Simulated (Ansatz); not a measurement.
# AlB2H7OSi: the cost of one run

Program: Ansatz 0.2.0. Level of theory: RKS PBE-D4/STO-3G. These are calculated values, not measurements.

### Step 1. Starting point

Bond lengths: B1–Si2 1.873 Å, Si2–B3 1.933 Å, B3–O4 1.561 Å, B3–Al5 2.061 Å, B1–H6 1.244 Å, B1–H7 1.178 Å, Si2–H8 1.501 Å, Si2–H9 1.475 Å, O4–H10 0.981 Å, Al5–H11 1.610 Å, Al5–H12 1.576 Å. Angles (14 of 16 angles, heavy atoms first): B1–Si2–B3 108.4°, Si2–B3–O4 119.3°, Si2–B3–Al5 121.4°, O4–B3–Al5 119.2°, B1–Si2–H8 110.4°, B1–Si2–H9 109.7°, B3–Si2–H8 108.8°, B3–Si2–H9 111.0°, Si2–B1–H6 121.7°, Si2–B1–H7 122.8°, B3–O4–H10 99.0°, B3–Al5–H11 117.5°, B3–Al5–H12 119.7°, H8–Si2–H9 108.6°.

Structure file:

```xyz
12

B    -1.6451    1.0798    0.7420
Si   -0.0753    0.2396    1.3229
B     0.9728   -0.2339   -0.2311
O     2.4216    0.3290   -0.3747
Al    0.2619   -1.5564   -1.6434
H    -1.9223    2.2477    1.0699
H    -2.4148    0.5618    0.0158
H     0.7293    1.1711    2.1828
H    -0.4155   -0.9571    2.1145
H     2.2182    1.1551   -0.8631
H    -1.2193   -2.1487   -1.4270
H     1.1656   -1.9433   -2.8746
```

### Step 2. Preparing the start

Input file input.yaml:

```yaml
crystal:
  periodic: [false, false, false]
  atoms:
    - { symbol: B, position_ang: [-1.6451, 1.0798, 0.742] }
    - { symbol: Si, position_ang: [-0.0753, 0.2396, 1.3229] }
    - { symbol: B, position_ang: [0.9728, -0.2339, -0.2311] }
    - { symbol: O, position_ang: [2.4216, 0.329, -0.3747] }
    - { symbol: Al, position_ang: [0.2619, -1.5564, -1.6434] }
    - { symbol: H, position_ang: [-1.9223, 2.2477, 1.0699] }
    - { symbol: H, position_ang: [-2.4148, 0.5618, 0.0158] }
    - { symbol: H, position_ang: [0.7293, 1.1711, 2.1828] }
    - { symbol: H, position_ang: [-0.4155, -0.9571, 2.1145] }
    - { symbol: H, position_ang: [2.2182, 1.1551, -0.8631] }
    - { symbol: H, position_ang: [-1.2193, -2.1487, -1.427] }
    - { symbol: H, position_ang: [1.1656, -1.9433, -2.8746] }
basis:
  gaussian: { orbitals: STO-3G }
hamiltonian:
  xc: pbe
  dispersion: d4
relax:
  f_tol: 0.02
  max_steps: 40
```

Launch:

```bash
> ansatz run input.yaml --threads 1 --pin off --max-ram 2048MiB --backend cpu --events-out ev --progress --plain --runs-dir out
```

Q: Estimate wall time and peak memory on 1 thread of an x86-64 CPU, shared host.

About 2.4 min, with a peak of 0.16 GiB.
